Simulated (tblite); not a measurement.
# Be10Br6H24P6S5: the cost of one run

Programs: tblite 0.8.0 and PySCF 2.14.0, with routines of our own; each step states its level. All values are computed. Atoms count from 0.

## 1. The starting structure

51 atoms, charge -2, multiplicity 1; geometry from: force field, distance geometry or constructed start.

## 2. Optimising the geometry with GFN2-xTB

The job: settings as JSON, then the geometry in Å.

```
{"job": {"kind": "relax", "xc": "GFN2-xTB", "basis": "xTB"}, "charge": -2, "multiplicity": 1}
Be    -2.189600    -1.253600     0.232400
Be    -2.197700     0.738900    -2.584600
Be    -2.189300     0.734000     3.046700
Be     2.970300    -2.241500    -2.583900
Be    -0.473700    -2.247100    -2.574300
Be     1.245900    -1.252300     0.231400
Be     1.249300     0.738000    -2.581000
Be     2.974400     1.733100     0.235500
Be    -0.470000     1.728300     0.233600
Be     1.246400     0.735500     3.047300
Br    -2.196600    -1.253000     2.340700
S     -2.197000     0.734300    -0.468900
S     -0.476100    -2.245200    -0.463900
Br    -2.192300    -1.252400    -3.283300
Br    -0.474900     1.735500    -3.280400
S     -0.474600     1.731000     2.349100
S      1.249600    -1.249900    -3.279700
Br     2.969900    -2.249300    -0.469900
Br     1.248600    -1.250000     2.345300
S      1.252000     0.737200    -0.466200
Br     2.968700     1.734200     2.344300
P      1.248300     0.737800     5.075500
H      2.380100     0.089900     5.782300
H      1.245000     2.034000     5.774200
H      0.122100     0.087900     5.776600
P      2.900500     1.692400    -3.251900
H      3.103000     3.110600    -2.874600
H      4.229300     1.155900    -2.872700
H      3.102900     1.806700    -4.717200
P     -0.471600    -4.159400    -3.251000
H     -1.596600    -5.036200    -2.875000
H     -0.474600    -4.384500    -4.715000
H      0.653900    -5.036700    -2.875800
P     -2.192400     0.735000     5.079400
H     -1.542300     1.865700     5.772400
H     -3.496000     0.738500     5.772800
H     -1.544300    -0.391100     5.771600
P     -3.851000    -2.206300    -0.445300
H     -4.798200    -2.759700     0.551400
H     -4.804100    -1.450400    -1.288600
H     -3.671900    -3.409100    -1.286000
P     -0.466800     3.638700    -0.439000
H     -0.467800     4.739300     0.547900
H      0.657500     4.086800    -1.291600
H     -1.603900     4.089000    -1.287400
H      4.022300    -1.636200    -3.011100
H     -3.245300     1.344500     2.615100
H     -3.248000     1.347000    -3.005400
H      2.972600     2.947000    -0.195800
H      4.026100     1.123000    -0.194000
H      2.970100    -3.469400    -3.004600
```

The run is started by

```console
$ OMP_NUM_THREADS=4 python large_run.py task.json out
```

The driver reads the jobs from task.json and runs them one after another.

Q: Estimate the wall time and peak memory of this first job on 4 threads of Arm Neoverse N1, shared host.

About 57 s, with a peak of 0.16 GiB.
